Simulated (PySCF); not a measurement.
**[Ce(H2O)8]4+: forces at shaken geometries**

Aim: move all atoms of relaxed [Ce(H2O)8]4+ at random and read energies and forces. The structure is generated, not taken from experiment.

Method: PBE0, Ce lcecp-2-SVP with ECP46, O def2-SVP, H def2-SVP; scalar-relativistic core potentials, no spin–orbit coupling; program: PySCF 2.14.0.

1 further run of the same task is left out (for a known fault of the program).

### 1 Where the work starts

25 atoms, charge 4, spin multiplicity 1.

Bond lengths: Ce1–O2 2.410 Å, Ce1–O5 2.410 Å, Ce1–O8 2.410 Å, Ce1–O11 2.410 Å, Ce1–O14 2.410 Å, Ce1–O17 2.410 Å, Ce1–O20 2.410 Å, Ce1–O23 2.410 Å, O2–H3 0.981 Å, O2–H4 0.980 Å, O5–H6 0.981 Å, O5–H7 0.980 Å, O8–H9 0.981 Å, O8–H10 0.980 Å, O11–H12 0.981 Å, O11–H13 0.980 Å, O14–H15 0.980 Å, O14–H16 0.981 Å and more. Angles: O2–Ce1–O5 74.9°, O2–Ce1–O8 118.5°, O2–Ce1–O11 74.9°, O2–Ce1–O14 74.9°, O2–Ce1–O17 141.6°, O2–Ce1–O20 141.6°, O2–Ce1–O23 74.9°, O5–Ce1–O8 74.9°, O5–Ce1–O11 118.5°, O5–Ce1–O14 74.9°, O5–Ce1–O17 74.9°, O5–Ce1–O20 141.6°, O5–Ce1–O23 141.6°, O8–Ce1–O11 74.9°, O8–Ce1–O14 141.6°, O8–Ce1–O17 74.9°, O8–Ce1–O20 74.9°, O8–Ce1–O23 141.6° and more.

Geometry (Å):

```
atom     x (Å)     y (Å)     z (Å)
 Ce1   0.00000   0.00000   0.00000
  O2   2.07170  -0.00004   1.23176
  H3   2.24502  -0.00004   2.19758
  H4   2.96981  -0.00006   0.83863
  O5   0.00004   2.07170   1.23176
  H6   0.00004   2.24502   2.19758
  H7   0.00006   2.96981   0.83863
  O8  -2.07170   0.00004   1.23176
  H9  -2.24502   0.00004   2.19758
 H10  -2.96981   0.00006   0.83863
 O11  -0.00004  -2.07170   1.23176
 H12  -0.00004  -2.24502   2.19758
 H13  -0.00006  -2.96981   0.83863
 O14   1.46494   1.46489  -1.23176
 H15   2.10002   2.09993  -0.83863
 H16   1.58750   1.58744  -2.19758
 O17  -1.46489   1.46494  -1.23176
 H18  -2.09993   2.10002  -0.83863
 H19  -1.58744   1.58750  -2.19758
 O20  -1.46494  -1.46489  -1.23176
 H21  -2.10002  -2.09993  -0.83863
 H22  -1.58750  -1.58744  -2.19758
 O23   1.46489  -1.46494  -1.23176
 H24   2.09993  -2.10002  -0.83863
 H25   1.58744  -1.58750  -2.19758
```

Formal oxidation states: Ce +4. The 4f shell is empty and lies in the core potential. An earlier session relaxed this geometry at PBE0, Ce lcecp-2-SVP with ECP46, O def2-SVP, H def2-SVP (singlet, point group D4d). Its vibrations showed it to be a saddle point, relaxed within its symmetry.

Its energy there is -647.434315 Eh.

### 2 Atoms moved at random, σ = 0.15 Å

run.py (the lines that set the calculation) reads:

```python
mol = gto.M(atom='''
Ce     0.19917     0.11258    -0.41598
O      1.97963     0.12430     1.17294
H      2.31204    -0.18523     2.16786
H      3.01816     0.02071     0.91922
O     -0.19905     2.23899     1.24688
H      0.08728     2.02396     2.44774
H     -0.00794     2.87684     0.86227
O     -2.08556     0.04891     1.12380
H     -1.92595    -0.12442     2.30250
H     -3.02969     0.08076     0.91705
O     -0.09788    -2.37171     1.19556
H      0.08811    -2.17194     2.06755
H     -0.16385    -2.88458     0.66899
O      1.50394     1.64385    -1.06674
H      2.01752     2.18124    -0.79369
H      1.60973     1.61533    -2.38299
O     -1.56415     1.29653    -1.17172
H     -2.17521     2.13574    -0.57971
H     -1.56824     1.33197    -2.22609
O     -1.50741    -1.54838    -1.46101
H     -2.06745    -1.75999    -0.73778
H     -1.71101    -1.60958    -2.24765
O      1.73364    -1.46724    -0.89424
H      1.81240    -1.95398    -0.82695
H      1.74177    -1.65465    -2.28779''',
    basis={'Ce': 'lcecp-2-SVP', 'O': 'def2-SVP', 'H': 'def2-SVP'},
    ecp={'Ce': 'lcecp-2-SVP'},
    charge=4, spin=0)
mf = dft.RKS(mol, xc='PBE0')
mf.grids.atom_grid = (50, 194)  # f atoms: unpruned, at least (60, 302)
mf = mf.density_fit()  # fitting sets: Ce AutoAux, O def2-universal-JKFIT, H def2-universal-JKFIT
mf.conv_tol = 1e-08; mf.max_cycle = 55
mf.kernel(dm0)  # dm0: the density of the relaxed state
```

Command:

```console
OMP_NUM_THREADS=4 python run.py
```

Before running it: what results should come out? Wanted: for each run, σ; energy rise; harmonic estimate −½ F·u; largest force component.

**Answer**, as computed:

| σ (Å) | energy rise (eV) | harmonic estimate −½ F·u (eV) | largest force component (eV/Å) |
| --- | --- | --- | --- |
| 0.15 | 40.237 | 40.679 | 173.46 |

Every displacement raises the energy. For a harmonic well the rise equals −½ F·u; the two differ by at most 1 % here (a move with σ = 0.15 Å), from anharmonicity, the grid and the small forces left at the relaxed point. The largest moves cost over 1 eV, far outside the harmonic range, so agreement there can come from errors that cancel between squeezed and stretched bonds. These are double-zeta-type bases without diffuse functions. Spin–orbit coupling is left out. The core potential fixes the 4f count, so no charge can pass from the ligands into that shell.
